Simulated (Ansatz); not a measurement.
# GeH6SSi: one species, many methods

The task here is to estimate one member of a computed series from the others.

Program: Ansatz 0.2.0, Gaussian basis. Level of theory: functionals in def2-TZVPP, the program's frozen cores in correlated methods. These are calculated values, not measurements.

Plan: LDA (SPW92), PBE-D4, revPBE-D4, BLYP-D4, r2SCAN-D4, B97M-V, PBE0-D4, B3LYP-D4, r2SCANh-D4, r2SCAN0-D4, HSE06-D4, BHLYP-D4, CAM-B3LYP-D4, LC-ωPBE, ωB97X-V, ωB97M-V, B2PLYP, PBE-QIDH; CCSD(T)/def2-SVP; CCSD(T)/def2-TZVPP; MP2/def2-QZVPP; extrapolation to the limit; RPA on PBE.

**The geometry**

The geometry comes from an earlier relaxation with PBE0-D4 in a triple-zeta def2 set; it is a stationary point, not always the lowest conformer.

SMILES `[SiH3][S][GeH3]`, 9 atoms, charge 0, spin multiplicity 1.

Atoms are counted from 1 here; the program's logs count them from 0.

Bond lengths: Si1–S2 2.131 Å, Si1–H4 1.487 Å, Si1–H5 1.483 Å, Si1–H6 1.487 Å, S2–Ge3 2.227 Å, Ge3–H7 1.533 Å, Ge3–H8 1.536 Å, Ge3–H9 1.537 Å. Angles: S2–Si1–H4 111.1°, S2–Si1–H5 106.5°, S2–Si1–H6 111.1°, H4–Si1–H5 109.9°, H4–Si1–H6 108.3°, H5–Si1–H6 109.9°, Si1–S2–Ge3 98.2°, S2–Ge3–H7 105.6°, S2–Ge3–H8 109.6°, S2–Ge3–H9 109.7°, H7–Ge3–H8 111.0°, H7–Ge3–H9 111.0°, H8–Ge3–H9 109.9°.

Set-up of the first run:

The input, in.yaml:

```yaml
crystal:
  periodic: [false, false, false]
  atoms:
    - {symbol: Si, position_ang: [-0.690301, 1.165723, -0.912969]}
    - {symbol: S, position_ang: [1.295495, 0.504424, -0.512652]}
    - {symbol: Ge, position_ang: [0.800798, -1.155825, 0.886500]}
    - {symbol: H, position_ang: [-1.504169, 0.078210, -1.516880]}
    - {symbol: H, position_ang: [-0.573427, 2.297238, -1.864394]}
    - {symbol: H, position_ang: [-1.365000, 1.618876, 0.331691]}
    - {symbol: H, position_ang: [2.145257, -1.774668, 1.284223]}
    - {symbol: H, position_ang: [-0.088739, -2.184890, 0.171952]}
    - {symbol: H, position_ang: [0.068486, -0.595388, 2.115529]}
basis:
  gaussian: {orbitals: def2-TZVPP}
hamiltonian: {xc: lda}
output: {orbitals: {seedname: orbitals}}
```

Steps of the session up to this table: LDA; PBE-D4 (GGA); revPBE-D4 (GGA); BLYP-D4 (GGA); r2SCAN-D4 (meta-GGA); B97M-V (meta-GGA); PBE0-D4 (hybrid); B3LYP-D4 (hybrid); r2SCANh-D4 (hybrid); r2SCAN0-D4 (hybrid); HSE06-D4 (hybrid); BHLYP-D4 (hybrid); CAM-B3LYP-D4 (range-separated); LC-ωPBE-D4 (range-separated; the results give it without D4); ωB97X-V (range-separated); ωB97M-V (range-separated); B2PLYP (double hybrid); PBE-QIDH (double hybrid).

One of the session's tables, all rows but one given; the rest of the session is left out.

It belongs to the step «Orbital energies across the functionals». 

```
  functional  HOMO (eV)  gap (eV)
 LDA (SPW92)          ?         ?
      PBE-D4      -6.19      5.06
   revPBE-D4      -6.15      5.14
     BLYP-D4      -6.02      5.01
   r2SCAN-D4      -6.47      5.66
      B97M-V      -6.63      5.74
     PBE0-D4      -7.38      7.13
    B3LYP-D4      -7.13      6.66
  r2SCANh-D4      -6.90      6.40
  r2SCAN0-D4      -7.56      7.49
    HSE06-D4      -6.98      6.36
    BHLYP-D4      -8.43      9.09
CAM-B3LYP-D4      -8.65      9.42
     LC-ωPBE     -10.04     11.97
     ωB97X-V      -9.70     11.50
     ωB97M-V      -9.53     11.07
```

**Question.** Estimate the row for LDA (SPW92).

**Answer.** HOMO (eV): -6.26; gap (eV): 4.86. In the column «HOMO (eV)» it lies between r2SCAN-D4 (-6.47) and PBE-D4 (-6.19).
